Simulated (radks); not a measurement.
# Sb⁺ inside a hard spherical wall

An exercise on one series of results from a longer session: the logs are not shown, and one member is left open.

Method: scalar-relativistic Kohn-Sham, LDA (Slater exchange, Perdew-Wang correlation), spin-polarised, spherical densities, finite nucleus; open shells are filled with parallel spins first. Code: radks (a radial shooting solver on a logarithmic mesh, Libxc functionals) version 1.

## Starting point

| Item | Value |
| --- | --- |
| element | antimony (Z = 51) |
| charge | +1 |
| electrons | 50 |
| configuration | [Kr] 4d10 5s2 5p2 |
| nuclear rms radius | 4.6802 fm |

The outer shells:

Sb⁺
```
[Kr] core
4d [↑↓][↑↓][↑↓][↑↓][↑↓]
5s [↑↓]
5p [↑ ][↑ ][  ]
```

The first run:

Input:

```text
Z 51
configuration [Kr] 4d10 5s2 5p2 6s0 4f0 5d0
relativity scalar-relativistic
functional lda,pw
spin polarised
nucleus finite rms 4.6802 fm
c 137.035999084
```

Steps of the session up to this table: The free atom; Wall at 20 bohr; Wall at 15 bohr; Wall at 12 bohr; Wall at 10 bohr; Wall at 8 bohr; Wall at 7 bohr; Wall at 6 bohr; Wall at 4 bohr; Wall at 3.5 bohr; Wall at 2 bohr.

One of the session's tables, all rows but one given; the rest of the session is left out.

```
R (bohr)  E − E(free) (eV)  ε(5p) (eV)  ε(6s, empty) (eV)  ε(5d, empty) (eV)  ε(4f, empty) (eV)
    free             0.000     -12.735             -4.757             -3.767             -0.946
      20             0.000     -12.735             -4.757             -3.767             -0.806
      15             0.000     -12.735             -4.755             -3.765             -0.521
      12             0.000     -12.735             -4.725             -3.748             -0.087
      10             0.000     -12.734             -4.588             -3.677              0.504
       8             0.013     -12.710             -3.902             -3.354              1.718
       7             0.067     -12.631             -2.830             -2.863              2.851
       6                 ?           ?                  ?                  ?                  ?
       4             8.214      -7.554             22.210              8.422             14.580
     3.5            18.760      -2.821             39.958             16.544             20.219
       2            347.74      88.320             284.04             133.83             75.481
```

Estimate the missing values for R (bohr) = 6.

Worked estimate for «E − E(free) (eV)». A straight line through the neighbours (7, 0.067) and (4, 8.214) gives 0.067 + (8.214 − 0.067) × (6 − 7) / (4 − 7) = 2.783; a parabola fitted to 4 rows on both sides gives -0.856.

As computed: E − E(free) (eV): 0.336; ε(5p) (eV): -12.333; ε(6s, empty) (eV): -0.326; ε(5d, empty) (eV): -1.732; ε(4f, empty) (eV): 4.730. In «E − E(free) (eV)» the line misses by +2.447 and the parabola by -1.192.

From R = 2 bohr inwards the highest occupied level lies above zero, pushed up by confinement. Shells are not refilled when levels cross, and a hard wall is a model, not a crystal.
